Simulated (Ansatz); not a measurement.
# V6CoNi (Pm-3): breakdown of dispersion, smearing and cutoff terms in Python

Aim: a breakdown of dispersion, smearing and cutoff terms, for V6CoNi (Pm-3), run from a script.

Computed with the Python package of Ansatz 0.2.0. The levels of theory stand in the script.

### 1 Starting point

Symmetry: Pm-3, No. 200, cubic system. Conventional cell: a = 4.629 Å, b = 4.629 Å, c = 4.629 Å, α = 90.00°, β = 90.00°, γ = 90.00°. V (site symmetry mm2) has 2 V at 2.31 to 2.32 Å and 2 Co at 2.59 Å and 2 Ni at 2.59 Å as nearest neighbours. Co (site symmetry m-3) has 12 V at 2.59 Å as nearest neighbours. Ni (site symmetry m-3) is surrounded by 12 V at 2.59 Å.

The script reads v6coni.cif:

```cif
data_V6CoNi
_cell_length_a 4.629285
_cell_length_b 4.629285
_cell_length_c 4.629285
_cell_angle_alpha 90.00000
_cell_angle_beta 90.00000
_cell_angle_gamma 90.00000
_symmetry_space_group_name_H-M 'P 1'
_symmetry_Int_Tables_number 1
loop_
_symmetry_equiv_pos_as_xyz
'x, y, z'
loop_
_atom_site_label
_atom_site_type_symbol
_atom_site_fract_x
_atom_site_fract_y
_atom_site_fract_z
V1 V    0.000000    0.500000    0.749329
V2 V    0.500000    0.250671    0.000000
V3 V    0.749329    0.000000    0.500000
V4 V    0.000000    0.500000    0.250671
V5 V    0.500000    0.749329    0.000000
V6 V    0.250671    0.000000    0.500000
Co7 Co    0.500000    0.500000    0.500000
Ni8 Ni    0.000000    0.000000    0.000000
```

### 2 The code

The input, terms_v6coni.py:

```python
"""Taking single terms out of the free energy of V6CoNi."""

import ansatz as az
from ase.io import read


def main() -> None:
    atoms = read("v6coni.cif")
    structure = az.Crystal.from_ase(atoms).moments(V=1.0, Co=1.8, Ni=1.0)

    calculation = structure.calculation()
    calculation = calculation.kpoints(5)
    calculation = calculation.spin(az.SpinTreatment.COLLINEAR)
    calculation = calculation.occupations("Fermi-Dirac", width=100 * az.meV)
    with_term = calculation.functional("pbesol", dispersion="d3bj").basis(380).cutoff_correction(630).run().report
    without = calculation.functional("pbesol").basis(380).run().report
    finer = calculation.functional("pbesol").basis(630).run().report
    removed = az.free_energy_without(with_term, az.EnergyTerm.DISPERSION)
    print(f"dispersion term            {with_term['components']['e_disp']:.5f} eV")
    print(f"F less dispersion          {removed:.5f} eV, run without it {without['free_energy_ev']:.5f} eV")
    print(f"F less smearing term       {az.free_energy_without(without, az.EnergyTerm.SMEARING):.5f} eV")
    print(f"estimated gain to 630 eV   {with_term['cutoff_correction']['energy_ev']:.5f} eV, found {finer['free_energy_ev'] - without['free_energy_ev']:.5f} eV")


if __name__ == "__main__":
    main()
```

### 3 What the engine is handed

The package turns the script's settings into the engine's input (first run):

```yaml
crystal:
  lattice:
    - [4.629285, 0.0, 0.0]
    - [0.0, 4.629285, 0.0]
    - [0.0, 0.0, 4.629285]
  atoms:
    - { symbol: V, position: [0.0, 0.5, 0.749329] }
    - { symbol: V, position: [0.5, 0.250671, 0.0] }
    - { symbol: V, position: [0.749329, 0.0, 0.5] }
    - { symbol: V, position: [0.0, 0.5, 0.250671] }
    - { symbol: V, position: [0.5, 0.749329, 0.0] }
    - { symbol: V, position: [0.250671, 0.0, 0.5] }
    - { symbol: Co, position: [0.5, 0.5, 0.5] }
    - { symbol: Ni, position: [0.0, 0.0, 0.0] }
basis:
  ecutwfc: 380.0
kpoints:
  mp_grid:
    grid: [5, 5, 5]
hamiltonian:
  xc: pbesol
  dispersion: d3bj
magnetization:
  spin_polarized: true
  per_species:
    Co: 1.8
    Ni: 1.0
    V: 1.0
scf:
  occupations:
    method: fermi_dirac
    width: 0.1
output:
  cutoff_correction: 630.0
```

### 4 Launch

Command:

```bash
$ python terms_v6coni.py
```

Standard output:

```text
DeckWarning: basis.ecutwfc = 380 eV is below the records' recommended 420 eV, and the density's cutoff is lower with it unless basis.ecutrho_ratio is high enough to keep the records' density cutoff: compare with a run at a higher cutoff
RunWarning: the starting moments were not kept: the SCF closed with an absolute magnetisation of 1.3e-5 μB, where they sum to 8.8 μB in size (8 sites). That is at most 0.1 of that sum. Measured as dr2_m measures the in/out step, that magnetisation stands 6.1e-11 eV from none, at or under the dr2_threshold of 1.0e-7 eV: it is no larger than a step whose dr2_m would equal this threshold. The system may hold no moment; this SCF shows only that its start led to no more than that. To try another start: raise the starting moments (crystal.atoms[].spin, magnetization.per_species, magnetization.initial_magnetization, or on a non-collinear deck that types none of these the spinor_matrix: blocks that [...]
dispersion term            -4.89773 eV
F less dispersion          -28211.36253 eV, run without it -28211.36253 eV
F less smearing term       -28211.07107 eV
estimated gain to 630 eV   -0.04537 eV, found -0.04521 eV
```

(Warnings from the package without file and line, shortened, repeats left out.)

Run time: 79 s. Hardware: 1 thread of Arm Neoverse V2, shared host; peak memory 0.76 GiB.

### 5 Inputs of later runs

The engine's inputs for the other runs:

Run 2, against run 1:

```diff
@@ -22 +21,0 @@
-  dispersion: d3bj
@@ -33,2 +31,0 @@
-output:
-  cutoff_correction: 630.0
```

Run 3, against run 1:

```diff
@@ -16 +16 @@
-  ecutwfc: 380.0
+  ecutwfc: 630.0
@@ -22 +21,0 @@
-  dispersion: d3bj
@@ -33,2 +31,0 @@
-output:
-  cutoff_correction: 630.0
```

### 6 The engine's runs

From the records of these 3 runs:

```
run  cutoff (eV)  dispersion  energy (eV/atom)  SCF cycles  CPU time (s)
  1          380        d3bj        -3527.0325          15            20
  2          380     not set        -3526.4203          15            18
  3          630     not set        -3526.4260          17            40
```

Energies are free energies F = E - TS of the smeared occupations. 

### 7 Outcome

```
       quantity        value
dispersion term  -4.89773 eV
  runs compared            3
```

**Reading.** All 3 runs converged, in 15 to 17 cycles. Reading the output:
- The cutoff lies under the one recommended for these potentials in some of the runs.
- The SCF didn't keep the moments it started from (some shrank, vanished or turned); what is printed is the state reached.
- The mesh is modest for a metal, so energies can be off by several to tens of meV an atom and pressures by half a GPa or more; differences at equal mesh fare better.
- This cell is a computed structure, which may not be the phase found in nature. The starting moments were not kept in at least one run, so it stands on a weaker or other magnetic state than the one typed.
